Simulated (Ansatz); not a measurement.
# KMgF3 (cubic perovskite): the cost of one run

Computed with Ansatz 0.2.0 (DFT PBE, scalar-relativistic, plane waves, PAW, unless a step's input says otherwise).

### 1 Starting point

Symmetry: Pm-3m, No. 221, cubic system. The conventional cell has a = 3.979 Å, b = 3.979 Å, c = 3.979 Å, α = 90.00°, β = 90.00°, γ = 90.00°. Around K (site symmetry m-3m) lie 12 F at 2.81 Å. Mg (site symmetry m-3m) has 6 F at 1.99 Å as nearest neighbours. F (site symmetry 4/mmm) is surrounded by 2 Mg at 1.99 Å and 4 K at 2.81 Å.

Structure file:

```cif
data_structure
_symmetry_space_group_name_H-M 'P 1'
_symmetry_Int_Tables_number 1
_cell_length_a 3.9791
_cell_length_b 3.9791
_cell_length_c 3.9791
_cell_angle_alpha 90.000
_cell_angle_beta 90.000
_cell_angle_gamma 90.000
_cell_volume 63.00
loop_
_atom_site_label
_atom_site_type_symbol
_atom_site_fract_x
_atom_site_fract_y
_atom_site_fract_z
_atom_site_occupancy
K1 K 0.50000 0.50000 0.50000 1
Mg1 Mg 0.00000 0.00000 0.00000 1
F1 F 0.50000 0.00000 0.00000 1
F2 F 0.00000 0.50000 0.00000 1
F3 F 0.00000 0.00000 0.50000 1
```

### 2 Phonons: KMgF3 (cubic perovskite), no spin, volume × 0.98

The input, input.yaml:

```yaml
crystal:
  lattice:
    - [3.9791132838, 0.0, 0.0]
    - [0.0, 3.9791132838, 0.0]
    - [0.0, 0.0, 3.9791132838]
  atoms:
    - { symbol: K, position: [0.5, 0.5, 0.5] }
    - { symbol: Mg, position: [0.0, 0.0, 0.0] }
    - { symbol: F, position: [0.5, 0.0, 0.0] }
    - { symbol: F, position: [0.0, 0.5, 0.0] }
    - { symbol: F, position: [0.0, 0.0, 0.5] }
scf:
  occupations: { method: fixed }
output: {}
hamiltonian:
  xc: pbe
basis:
  ecutwfc: 560
kpoints:
  mp_grid: { grid: [6, 6, 6] }
phonons:
  method: dfpt
  dielectric: false
  eigenvectors: true
  qpoints: [[0.5, 0.5, 0.5], [0.5, 0.5, 0]]
```

Run with:

```bash
$ ansatz run input.yaml --threads 2 --pin off --max-ram 6144MiB --backend cpu --events-out ev --progress --plain --runs-dir out
```

**Question.** How long does this run take on 2 threads of Arm Neoverse V1, shared host, and how much memory does it need?

About 99 s, with a peak of 0.69 GiB.
